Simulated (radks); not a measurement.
# Cu in [Ar] 3d9 4s1 4p1: an all-electron calculation

One table from this session's results is given with a row withheld; the runs are named, their logs left out.

Program: radks (a radial shooting solver on a logarithmic mesh, Libxc functionals) version 1. Level of theory: non-relativistic Kohn-Sham, Wu-Cohen GGA, spin-polarised, spherical densities, point nucleus; open shells are filled with parallel spins first. These are calculated values, not measurements, unless marked.

### The system

```
element       : copper (Z = 29)
charge        : 0
electrons     : 29
configuration : [Ar] 3d9 4s1 4p1
```

The outer shells:

Cu
```
[Ar] core
3d [↑↓][↑↓][↑↓][↑↓][↑ ]
4s [↑ ]
4p [↑ ][  ][  ]
```

The first run:

Settings of this run:

```text
Z 29
configuration [Ar] 3d9 4s1 4p1
relativity non-relativistic
functional wc,pbe
spin polarised
nucleus point
```

Steps of the session up to this table: Self-consistent calculation.

One of the session's tables, all rows but one given; the rest of the session is left out.

It belongs to the step «Radial structure». Radial moments (bohr):

```
  level      <r>  outermost maximum (interpolated)  90 % within  nodes
  1s up  0.05292                            0.0349       0.0942      0
1s down  0.05292                            0.0349       0.0942      0
  2s up   0.2388                             0.200        0.369      1
2s down   0.2388                             0.200        0.369      1
  2p up   0.2079                             0.160        0.340      0
2p down   0.2078                             0.159        0.339      0
  3s up   0.7199                             0.621         1.08      2
3s down   0.7202                             0.621         1.08      2
  3p up   0.7492                             0.622         1.16      1
3p down   0.7492                             0.622         1.16      1
  3d up   0.9482                             0.594         1.67      0
3d down   0.9365                             0.594         1.64      0
  4s up    2.650                              2.15         4.04      3
4s down    2.676                              2.14         4.11      3
  4p up        ?                                 ?            ?      ?
```

**Question.** Estimate the row for 4p up.

The run gave: <r>: 3.723; outermost maximum (interpolated): 2.87; 90 % within: 5.89; nodes: 2. In the column «<r>» it is the highest.
